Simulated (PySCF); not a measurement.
# [GdF4]−: forces at shaken geometries

Aim: move all atoms of relaxed [GdF4]− at random and read energies and forces. The species was built from a template and needn't be a known compound.

Computed with PySCF 2.14.0. Level: TPSS, Gd lcecp-1-SVP with ECP53, F def2-SVP; scalar-relativistic core potentials, no spin–orbit coupling.

2 further runs of the same task are left out: 2 for a known fault of the program.

**1. Where the work starts**

5 atoms, charge -1, spin multiplicity 1.

Bond lengths: Gd1–F2 2.106 Å, Gd1–F3 2.106 Å, Gd1–F4 2.106 Å, Gd1–F5 2.106 Å. Angles: F2–Gd1–F3 109.5°, F2–Gd1–F4 109.5°, F2–Gd1–F5 109.5°, F3–Gd1–F4 109.5°, F3–Gd1–F5 109.5°, F4–Gd1–F5 109.5°.

Coordinates:

```
Gd    0.0000    0.0000    0.0000
F     1.2158    1.2158    1.2158
F    -1.2158   -1.2158    1.2158
F     1.2158   -1.2158   -1.2158
F    -1.2158    1.2158   -1.2158
```

Formal oxidation states: Gd +3. Each metal's 7 4f electrons lie in its core potential, so multiplicities, spins and levels count the valence alone. An earlier session relaxed this geometry at TPSS, Gd lcecp-1-SVP with ECP53, F def2-SVP (singlet, point group Td).

Its energy there is -435.396850 Eh.

**2. Atoms moved at random, σ = 0.15 Å**

File run.py (the lines that set the calculation):

```python
mol = gto.M(atom='''
Gd     0.12532     0.10397    -0.00078
F      1.18570     1.18942     1.03707
F     -1.28404    -1.22936     1.40467
F      1.28132    -1.13493    -1.18528
F     -1.30829     1.07090    -1.25569''',
    basis={'Gd': 'lcecp-1-SVP', 'F': 'def2-SVP'},
    ecp={'Gd': 'lcecp-1-SVP'},
    charge=-1, spin=0)
mf = dft.RKS(mol, xc='TPSS')
mf.grids.atom_grid = (50, 194)  # f atoms: unpruned, at least (60, 302)
mf = mf.density_fit()  # fitting sets: Gd AutoAux, F def2-universal-JKFIT
mf.conv_tol = 1e-08; mf.max_cycle = 55
mf.kernel(dm0)  # dm0: the density of the relaxed state
```

Started as:

```console
$ OMP_NUM_THREADS=2 python run.py
```

Standard output:

```text
init E= -435.394150683645
  HOMO = -0.12101792917124  LUMO = 0.107258201033833  gap/eV = 6.21171
cycle= 1 E= -435.336712833749  delta_E= 0.0574  |g|= 0.219  |ddm|= 0.617
  HOMO = 0.00543166867641632  LUMO = 0.115994711212231  gap/eV = 3.00857
cycle= 2 E= -435.2870887041  delta_E= 0.0496  |g|= 0.564  |ddm|= 0.655
  HOMO = -0.0598203146421491  LUMO = 0.118494268884241  gap/eV = 4.85219
cycle= 3 E= -435.347567538604  delta_E= -0.0605  |g|= 0.0684  |ddm|= 0.428
  HOMO = -0.0550610008675907  LUMO = 0.118856054052479  gap/eV = 4.73252
cycle= 4 E= -435.348380352285  delta_E= -0.000813  |g|= 0.0373  |ddm|= 0.0839
  HOMO = -0.0590733505562511  LUMO = 0.118762084980549  gap/eV = 4.83915
cycle= 5 E= -435.34861169899  delta_E= -0.000231  |g|= 0.00656  |ddm|= 0.0255
  HOMO = -0.0592591961566795  LUMO = 0.118782774011049  gap/eV = 4.84477
cycle= 6 E= -435.348618562606  delta_E= -6.86e-06  |g|= 0.00259  |ddm|= 0.00536
  HOMO = -0.0593731966503354  LUMO = 0.11880152687316  gap/eV = 4.84838
cycle= 7 E= -435.348619728262  delta_E= -1.17e-06  |g|= 0.000492  |ddm|= 0.00187
  HOMO = -0.0594151965935252  LUMO = 0.118813035629643  gap/eV = 4.84984
cycle= 8 E= -435.348619779881  delta_E= -5.16e-08  |g|= 5.96e-05  |ddm|= 0.000512
  HOMO = -0.0594223688279142  LUMO = 0.118811023568419  gap/eV = 4.84998
cycle= 9 E= -435.34861978055  delta_E= -6.69e-10  |g|= 2.24e-05  |ddm|= 6.55e-05
  HOMO = -0.0594206798850824  LUMO = 0.118810798008802  gap/eV = 4.84993
Extra cycle  E= -435.348619780197  delta_E= 3.53e-10  |g|= 5e-05  |ddm|= 4.92e-05
converged SCF energy = -435.348619780197
```

Wall time 4.3 s (2 threads of Arm Neoverse V2, shared host).

It gives: E = -435.348620 Eh (+1.312 eV from the relaxed state), HOMO -1.62 eV, LUMO 3.23 eV, Mulliken charge on Gd1 +0.86 e, largest force component 6.816 eV/Å. 

| atom | Fx | Fy | Fz (eV/Å) |
| --- | --- | --- | --- |
| Gd1 | -6.816 | -5.654 | -2.815 |
| F2 | 4.410 | 4.611 | 4.161 |
| F3 | 1.441 | 1.239 | -1.201 |
| F4 | 0.550 | -0.318 | -0.352 |
| F5 | 0.415 | 0.122 | 0.207 |

**3. Atoms moved at random, σ = 0.1 Å**

File run.py (the lines that set the calculation):

```python
mol = gto.M(atom='''
Gd    -0.16276     0.05730    -0.03270
F      1.23811     1.09787     1.30510
F     -1.16109    -1.29000     1.30782
F      1.29029    -1.11446    -1.20852
F     -1.20455     1.24929    -1.37170''',
    basis={'Gd': 'lcecp-1-SVP', 'F': 'def2-SVP'},
    ecp={'Gd': 'lcecp-1-SVP'},
    charge=-1, spin=0)
mf = dft.RKS(mol, xc='TPSS')
mf.grids.atom_grid = (50, 194)  # f atoms: unpruned, at least (60, 302)
mf = mf.density_fit()  # fitting sets: Gd AutoAux, F def2-universal-JKFIT
mf.conv_tol = 1e-08; mf.max_cycle = 55
mf.kernel(dm0)  # dm0: the density of the relaxed state
```

Started as:

```console
$ OMP_NUM_THREADS=2 python run.py
```

Standard output:

```text
init E= -435.343466315405
  HOMO = -0.122665204901664  LUMO = 0.0986259841258921  gap/eV = 6.02164
cycle= 1 E= -435.385385698024  delta_E= -0.0419  |g|= 0.0704  |ddm|= 0.474
  HOMO = -0.0814903712584783  LUMO = 0.116270332824698  gap/eV = 5.38134
cycle= 2 E= -435.382733295387  delta_E= 0.00265  |g|= 0.141  |ddm|= 0.161
  HOMO = -0.0946223237825782  LUMO = 0.116142072836805  gap/eV = 5.73519
cycle= 3 E= -435.386289937682  delta_E= -0.00356  |g|= 0.0163  |ddm|= 0.11
  HOMO = -0.0942882684962589  LUMO = 0.115567490114014  gap/eV = 5.71047
cycle= 4 E= -435.386334239431  delta_E= -4.43e-05  |g|= 0.00326  |ddm|= 0.0147
  HOMO = -0.0946161027456676  LUMO = 0.115584098498953  gap/eV = 5.71984
cycle= 5 E= -435.386335868089  delta_E= -1.63e-06  |g|= 0.00192  |ddm|= 0.00353
  HOMO = -0.0945786931959888  LUMO = 0.115581805207771  gap/eV = 5.71876
cycle= 6 E= -435.386336527902  delta_E= -6.6e-07  |g|= 0.00021  |ddm|= 0.00137
  HOMO = -0.0946082116164061  LUMO = 0.115574284068217  gap/eV = 5.71936
cycle= 7 E= -435.38633653696  delta_E= -9.06e-09  |g|= 1.89e-05  |ddm|= 0.000198
  HOMO = -0.0946101844767254  LUMO = 0.115572622613531  gap/eV = 5.71937
Extra cycle  E= -435.386336536956  delta_E= 3.98e-12  |g|= 2.06e-05  |ddm|= 4.65e-05
converged SCF energy = -435.386336536956
```

Wall time 4 s (2 threads of Arm Neoverse V2, shared host).

Result: E = -435.386337 Eh (+0.286 eV from the relaxed state), HOMO -2.57 eV, LUMO 3.14 eV, Mulliken charge on Gd1 +0.94 e, largest force component 2.476 eV/Å. 

| atom | Fx | Fy | Fz (eV/Å) |
| --- | --- | --- | --- |
| Gd1 | 2.476 | -1.106 | 0.957 |
| F2 | -1.011 | -0.393 | -0.848 |
| F3 | 0.032 | 0.489 | -0.566 |
| F4 | -1.092 | 0.717 | 0.657 |
| F5 | -0.405 | 0.294 | -0.200 |

**4. Atoms moved at random, σ = 0.06 Å**

File run.py (the lines that set the calculation):

```python
mol = gto.M(atom='''
Gd    -0.02921     0.05713     0.03552
F      1.20975     1.19748     1.21202
F     -1.19989    -1.28917     1.28205
F      1.20854    -1.21294    -1.23991
F     -1.18920     1.24750    -1.28968''',
    basis={'Gd': 'lcecp-1-SVP', 'F': 'def2-SVP'},
    ecp={'Gd': 'lcecp-1-SVP'},
    charge=-1, spin=0)
mf = dft.RKS(mol, xc='TPSS')
mf.grids.atom_grid = (50, 194)  # f atoms: unpruned, at least (60, 302)
mf = mf.density_fit()  # fitting sets: Gd AutoAux, F def2-universal-JKFIT
mf.conv_tol = 1e-08; mf.max_cycle = 55
mf.kernel(dm0)  # dm0: the density of the relaxed state
```

Started as:

```console
$ OMP_NUM_THREADS=2 python run.py
```

Standard output:

```text
init E= -435.376174599334
  HOMO = -0.113441279189154  LUMO = 0.115816523227835  gap/eV = 6.23842
cycle= 1 E= -435.3914252132  delta_E= -0.0153  |g|= 0.0633  |ddm|= 0.23
  HOMO = -0.0875947026219899  LUMO = 0.121419629108487  gap/eV = 5.68757
cycle= 2 E= -435.388329774447  delta_E= 0.0031  |g|= 0.147  |ddm|= 0.169
  HOMO = -0.0990061856612497  LUMO = 0.121542110401037  gap/eV = 6.00142
cycle= 3 E= -435.392353186231  delta_E= -0.00402  |g|= 0.0103  |ddm|= 0.102
  HOMO = -0.0991475241329193  LUMO = 0.121493968082884  gap/eV = 6.00396
cycle= 4 E= -435.392375705901  delta_E= -2.25e-05  |g|= 0.00453  |ddm|= 0.0127
  HOMO = -0.0995528353829626  LUMO = 0.12147336626056  gap/eV = 6.01443
cycle= 5 E= -435.392378956959  delta_E= -3.25e-06  |g|= 0.00182  |ddm|= 0.00403
  HOMO = -0.0995579741250476  LUMO = 0.121465817448012  gap/eV = 6.01436
cycle= 6 E= -435.392379555859  delta_E= -5.99e-07  |g|= 0.000143  |ddm|= 0.00127
  HOMO = -0.0995756428783725  LUMO = 0.121464399657505  gap/eV = 6.01481
cycle= 7 E= -435.392379558365  delta_E= -2.51e-09  |g|= 9.33e-05  |ddm|= 0.000149
  HOMO = -0.0995749946156663  LUMO = 0.121463326171295  gap/eV = 6.01476
Extra cycle  E= -435.39237955186  delta_E= 6.5e-09  |g|= 0.000213  |ddm|= 0.000207
converged SCF energy = -435.39237955186
```

Wall time 3.9 s (2 threads of Arm Neoverse V2, shared host).

Read off: E = -435.392380 Eh (+0.122 eV from the relaxed state), HOMO -2.71 eV, LUMO 3.31 eV, Mulliken charge on Gd1 +0.93 e, largest force component 1.690 eV/Å. 

| atom | Fx | Fy | Fz (eV/Å) |
| --- | --- | --- | --- |
| Gd1 | -0.431 | -1.690 | -0.885 |
| F2 | 0.422 | 0.472 | 0.439 |
| F3 | 0.455 | 0.685 | -0.529 |
| F4 | -0.594 | 0.671 | 0.665 |
| F5 | 0.149 | -0.139 | 0.310 |

**5. Results**

| σ (Å) | energy rise (eV) | harmonic estimate −½ F·u (eV) | largest force component (eV/Å) |
| --- | --- | --- | --- |
| 0.15 | 1.312 | 1.422 | 6.82 |
| 0.1 | 0.286 | 0.302 | 2.48 |
| 0.06 | 0.122 | 0.120 | 1.69 |

Every displacement raises the energy. For a harmonic well the rise equals −½ F·u; the two differ by at most 8 % here (a move with σ = 0.15 Å), from anharmonicity, the grid and the small forces left at the relaxed point. These are double-zeta-type bases without diffuse functions. Spin–orbit coupling is left out.
